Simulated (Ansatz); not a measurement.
**GeAs+ (triplet): from Hartree-Fock to the top rungs, cc-pVDZ**

One table from this session's results is given with a row withheld; the runs are named, their logs left out.

Program: Ansatz 0.2.0, Gaussian basis. Level of theory: cc-pVDZ, core rule «outside noble gas», up to 28 orbitals frozen. These are calculated values, not measurements.

Plan: UHF; CCSD(T) on ROHF; CCSD(T) on UHF; BCCD(T) on ROHF; CISD; CCSDT(Q) on ROHF; CCSDT(Q) on UHF; CASSCF and MRCISD+Q, 8 electrons in 8 orbitals; CASSCF and NEVPT2, 8 electrons in 8 orbitals.

17 further runs of the same task are left out: 5 that didn't finish, 12 set aside as unsound or not needed.

### The system

The geometry is a PBE0/def2-TZVP stationary point (not a proven minimum) of the parent state, kept for this charge and spin. No spin-orbit coupling is included. The filled d shell of Ge, As may be among the frozen orbitals whatever the setting's name suggests; the logs give the count.

2 atoms, charge 1, spin multiplicity 3.

Atoms are counted from 1 here; the program's logs count them from 0.

Bond lengths: Ge1–As2 2.531 Å.

As a file:

```xyz
2
charge 1, multiplicity 3
Ge    0.0000    0.0000    0.0000
As    0.0000    0.0000    2.5311
```

Set-up of the first run:

Input file in.yaml:

```yaml
crystal:
  periodic: [false, false, false]
  atoms:
    - {symbol: Ge, position_ang: [0.000000, 0.000000, 0.000000]}
    - {symbol: As, position_ang: [0.000000, 0.000000, 2.531100]}
basis:
  gaussian: {orbitals: cc-pVDZ}
total_charge: 1
magnetization: {spin_polarized: true, initial_magnetization: 2}
hamiltonian: {xc: hf}
output: {orbitals: {seedname: orbitals}}
```

Run with:

```sh
ansatz run in.yaml --threads 1 --pin off --events-out ev --progress --plain --max-ram 2393MiB
```

Steps of the session up to this table: UHF; CCSD(T) on ROHF; CCSD(T) on UHF; BCCD(T) on ROHF; CISD; CCSDT(Q) on ROHF; CCSDT(Q) on UHF; CASSCF and MRCISD+Q, 8 electrons in 8 orbitals; CASSCF and NEVPT2, 8 electrons in 8 orbitals.

One of the session's tables, all rows but one given; the rest of the session is left out.

It belongs to the step «Misses and costs». 

```
          method  from UCCSDT(Q) (kJ/mol)
            ROHF                   +419.9
             UHF                   +408.5
            RMP2                   +104.1
            UMP2                   +106.1
            CISD                    +46.7
           RCCSD                    +21.8
           UCCSD                    +20.8
        RCCSD(T)                     +6.0
        UCCSD(T)                     +5.6
         BCCD(T)                     +6.2
          RCCSDT                     +1.9
          UCCSDT                     +1.3
       RCCSDT(Q)                     +0.8
       UCCSDT(Q)                        0
  CASSCF valence                        ?
  NEVPT2 valence                    +60.1
  MRCISD valence                    +16.9
MRCISD+Q valence                     -0.5
```

**Question.** Estimate the row for CASSCF valence.

The run gave: from UCCSDT(Q) (kJ/mol): +272.8. In the column «from UCCSDT(Q) (kJ/mol)» it lies between UMP2 (+106.1) and UHF (+408.5).

Limits of these values: Restricted and unrestricted rows rest on different reference determinants; where their highest levels disagree by more than a few hundredths of an eV, they describe different states and don't form one ladder.
